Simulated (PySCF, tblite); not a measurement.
# C6H14AlClO: geometry, infrared bands and NMR shifts

Wanted: the infrared bands and NMR shifts of C6H14AlClO (`C=C(C)C[O+](CC)[AlH2-][Cl]`), by calculation.

Computed with tblite 0.8.0 and PySCF 2.14.0, with density-fitted response routines of our own, on a single molecule in the gas phase. Atoms are numbered from 0 throughout.

## Step 1: Starting geometry

23 atoms, charge 0, multiplicity 1; geometry from: force field or distance geometry start.

Bonds of the start (Å): C0–C1 1.33, C1–C2 1.54, C1–C3 1.44, C3–O4 1.35, O4–C5 1.41, C5–C6 1.47, O4–Al7 1.77, Al7–Cl8 2.22, C0–H9 1.09, C0–H10 1.07, C2–H11 1.10, C2–H12 1.08, C2–H13 1.11, C3–H14 1.12, C3–H15 1.14, C5–H16 1.11, C5–H17 1.11, C6–H18 1.12, C6–H19 1.11, C6–H20 1.10, Al7–H21 1.60, Al7–H22 1.60.

## Step 2: Geometry optimisation with GFN2-xTB

What the job is given:

```
{"job": {"kind": "relax", "xc": "GFN2-xTB", "basis": "xTB"}, "charge": 0, "multiplicity": 1}
C      2.218300    -0.868500     0.794200
C      1.794800     0.244400     0.199400
C      2.951300     1.146900    -0.252700
C      0.464100     0.711700    -0.069200
O     -0.644200     0.006400     0.260200
C     -1.780700     0.761600    -0.088200
C     -3.058100     0.097100     0.212000
Al    -0.750700    -1.721600    -0.110400
Cl    -2.525900    -2.283000    -1.324300
H      3.300600    -0.993700     0.878100
H      1.610600    -1.652700     1.207500
H      3.047900     0.940300    -1.325900
H      3.825900     0.963400     0.356500
H      2.595800     2.194800    -0.118000
H      0.415700     0.977800    -1.159200
H      0.356900     1.701700     0.483200
H     -1.657000     1.732900     0.443600
H     -1.674700     0.968100    -1.172600
H     -3.675000     0.804500     0.816900
H     -3.598600    -0.036500    -0.747700
H     -2.886200    -0.842400     0.759900
H     -0.860400    -2.631300     1.199500
H      0.525200    -2.195000    -0.959900
```

The run is started by

```sh
OMP_NUM_THREADS=1 python probes_run.py task.json out
```

This one command runs all jobs of the session in turn.

**Question.** This job is followed by: GFN2-xTB harmonic vibrations, gas phase; GIAO PBE0/pcSseg-1 NMR shielding, non-relativistic, gas phase. Predict these results of the whole session: strongest single infrared mode (GFN2-xTB); zero-point energy (GFN2-xTB); 13C shifts against TMS (PBE0/pcSseg-1); 1H shifts against TMS (PBE0/pcSseg-1, means over atoms taken as alike); 17O shifts against H2O (PBE0/pcSseg-1); 27Al shifts against AlH4- (PBE0/pcSseg-1); 35Cl shifts against HCl (PBE0/pcSseg-1).

As calculated:

| quantity | value |
| --- | --- |
| strongest single infrared mode (GFN2-xTB) | 718 cm⁻¹, 651 km/mol |
| zero-point energy (GFN2-xTB) | 114.4 kcal/mol |
| 13C shifts against TMS (PBE0/pcSseg-1) | 145.2, 123.3, 80.2, 71.1, 23.9, 17.6 ppm |
| 1H shifts against TMS (PBE0/pcSseg-1, means over atoms taken as alike) | 5.81, 5.72, 4.64, 4.22, 3.91, 1.91, 1.84 ppm |
| 17O shifts against H2O (PBE0/pcSseg-1) | 52.3 ppm |
| 27Al shifts against AlH4- (PBE0/pcSseg-1) | 72.5 ppm |
| 35Cl shifts against HCl (PBE0/pcSseg-1) | -17 ppm |

What this shows: Relaxing lowered the energy by 1.864 eV in 211 steps; the close pair that moved most is O4–Al7, from 1.771 to 1.949 Å. All 63 modes are real, so the xTB geometry is a minimum. The strongest single mode, at 718 cm⁻¹, moves mainly H22. Unscaled tight-binding wavenumbers are off by several per cent, some by more. Its intensities can rank the bands wrongly. C1 (fully substituted alkene carbon) lies farthest downfield among carbon, at 145.2 ppm; an sp2 carbon of a C=C bond. At PBE0/pcSseg-1: The widest tensor belongs to C1: span 231 ppm, with a paramagnetic part of -225 ppm.
